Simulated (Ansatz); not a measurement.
**Cl₂GeH₆O₈Si₂: one species, many methods**

How much do the methods differ for Cl₂GeH₆O₈Si₂? The plan is to run it at one geometry with functionals of several rungs and with coupled cluster, and see how far each lands from CCSD(T) at the basis-set limit for the atomisation energy.

Method: functionals in def2-TZVPP, the program's frozen cores in correlated methods; program: Ansatz 0.2.0, Gaussian basis.

Plan: LDA (SPW92), PBE-D4, revPBE-D4, BLYP-D4, r2SCAN-D4, B97M-V, PBE0-D4, B3LYP-D4, r2SCANh-D4, r2SCAN0-D4, HSE06-D4, BHLYP-D4, CAM-B3LYP-D4, LC-ωPBE, ωB97X-V, ωB97M-V, B2PLYP, PBE-QIDH; CCSD(T)/def2-SVP; CCSD(T)/def2-TZVPP; MP2/def2-QZVPP; extrapolation to the limit; RPA on PBE.

**1. The relaxed structure**

An earlier PBE0-D4 in a triple-zeta def2 set relaxation fixed the geometry.

SMILES `O[Si](O)(O)[O][Ge]([Cl])([Cl])[O][Si](O)(O)O`, 19 atoms, charge 0, spin multiplicity 1.

Atoms are counted from 1 here; the program's logs count them from 0.

Bond lengths: O1–Si2 1.622 Å, O1–H14 0.966 Å, Si2–O3 1.618 Å, Si2–O4 1.627 Å, Si2–O5 1.658 Å, O3–H15 0.957 Å, O4–H16 0.965 Å, O5–Ge6 1.728 Å, Ge6–Cl7 2.109 Å, Ge6–Cl8 2.118 Å, Ge6–O9 1.755 Å, O9–Si10 1.617 Å, Si10–O11 1.636 Å, Si10–O12 1.638 Å, Si10–O13 1.622 Å, O11–H17 0.960 Å, O12–H18 0.959 Å, O13–H19 0.958 Å. Angles: Si2–O1–H14 116.1°, O1–Si2–O3 106.3°, O1–Si2–O4 114.6°, O1–Si2–O5 108.7°, O3–Si2–O4 110.1°, O3–Si2–O5 110.2°, O4–Si2–O5 107.0°, Si2–O3–H15 117.2°, Si2–O4–H16 116.1°, Si2–O5–Ge6 131.6°, O5–Ge6–Cl7 113.4°, O5–Ge6–Cl8 107.8°, O5–Ge6–O9 110.8°, Cl7–Ge6–Cl8 109.9°, Cl7–Ge6–O9 107.4°, Cl8–Ge6–O9 107.3°, Ge6–O9–Si10 137.2°, O9–Si10–O11 105.7° and more.

**2. LDA**

This LDA is Slater exchange with PW92 correlation.

The input, in.yaml:

```yaml
crystal:
  periodic: [false, false, false]
  atoms:
    - {symbol: O, position_ang: [2.198867, -0.468952, 0.352942]}
    - {symbol: Si, position_ang: [1.792411, 1.036622, -0.093701]}
    - {symbol: O, position_ang: [3.109805, 1.948393, 0.134040]}
    - {symbol: O, position_ang: [1.279454, 1.171272, -1.632225]}
    - {symbol: O, position_ang: [0.556684, 1.565191, 0.877917]}
    - {symbol: Ge, position_ang: [-0.539196, 0.711634, 1.906132]}
    - {symbol: Cl, position_ang: [0.349924, 0.019212, 3.688809]}
    - {symbol: Cl, position_ang: [-2.147801, 2.013197, 2.359323]}
    - {symbol: O, position_ang: [-1.211621, -0.682063, 1.078680]}
    - {symbol: Si, position_ang: [-1.346800, -1.207177, -0.444284]}
    - {symbol: O, position_ang: [0.033869, -2.029528, -0.753484]}
    - {symbol: O, position_ang: [-1.407764, 0.000798, -1.549566]}
    - {symbol: O, position_ang: [-2.700184, -2.083843, -0.623414]}
    - {symbol: H, position_ang: [1.665503, -1.181363, -0.021503]}
    - {symbol: H, position_ang: [3.083627, 2.845864, -0.198231]}
    - {symbol: H, position_ang: [0.351798, 0.957223, -1.791641]}
    - {symbol: H, position_ang: [0.136853, -2.402740, -1.631437]}
    - {symbol: H, position_ang: [-2.259211, 0.411692, -1.711844]}
    - {symbol: H, position_ang: [-2.987819, -2.629835, 0.109888]}
basis:
  gaussian: {orbitals: def2-TZVPP}
hamiltonian: {xc: lda}
output: {orbitals: {seedname: orbitals}}
```

Started as:

```sh
ansatz run in.yaml --threads 11 --pin off --events-out ev --progress --plain --max-ram 174080MiB --backend cuda --devices 0, --max-vram 75GiB
```

After this run come: PBE-D4 (GGA); revPBE-D4 (GGA); BLYP-D4 (GGA); r2SCAN-D4 (meta-GGA); B97M-V (meta-GGA); PBE0-D4 (hybrid); B3LYP-D4 (hybrid); r2SCANh-D4 (hybrid); r2SCAN0-D4 (hybrid); HSE06-D4 (hybrid); BHLYP-D4 (hybrid); CAM-B3LYP-D4 (range-separated); LC-ωPBE (range-separated); ωB97X-V (range-separated); ωB97M-V (range-separated); B2PLYP (double hybrid); PBE-QIDH (double hybrid); CCSD(T) in def2-SVP; CCSD(T) in def2-TZVPP; MP2 in def2-QZVPP; RPA on PBE orbitals.

Q: Predict the results of all the runs planned. Wanted: atomisation energy, CCSD(T)/CBS; farthest beyond LDA; mean size of error, GGA; mean size of error, meta-GGA; mean size of error, hybrid; mean size of error, range-separated; mean size of error, double hybrid; gap, smallest and largest; T1 diagnostic.

As calculated:

| quantity | value |
| --- | --- |
| atomisation energy, CCSD(T)/CBS | 8076.9 kJ/mol |
| functionals within 80.8 kJ/mol (1.0 %) | PBE-D4, r2SCAN-D4, B97M-V, CAM-B3LYP-D4, ωB97X-V, ωB97M-V |
| farthest beyond LDA | BHLYP-D4 (-461.2 kJ/mol) |
| mean size of error, GGA | 129.6 kJ/mol |
| mean size of error, meta-GGA | 43.3 kJ/mol |
| mean size of error, hybrid | 220.6 kJ/mol |
| mean size of error, range-separated | 75.1 kJ/mol |
| mean size of error, double hybrid | 181.0 kJ/mol |
| gap, smallest and largest | 4.84 eV (LDA (SPW92)), 13.00 eV (LC-ωPBE) |
| T1 diagnostic | 0.0116 |
| triples share of the correlation energy | 3.7 % |

The LDA atomisation energy is off by 1259.5 kJ/mol (16 %): it overbinds. PBE-D4 is off by +45.2 kJ/mol. Double hybrids carry the basis error of their MP2 part in triple zeta, and no dispersion term here, so their miss is partly the set-up's. The rungs meta-GGA, range-separated miss on average by less than the doubt on the reference (80.8 kJ/mol), so they tie. Misses under about 80.8 kJ/mol are within the doubt on the reference itself, which lacks core-valence correlation, relativity and higher excitations, and its outer-core shells are covered unevenly. Hartree-Fock recovers 68 % of the binding; the rest is correlation. CCSD(T) in def2-SVP is off by -791.0 kJ/mol, worse than the median functional, from the basis alone. Orbital gaps span 4.8 to 13.0 eV; exact exchange widens them. Correlated methods include outer-core shells of Ge, which these sets cover unevenly.
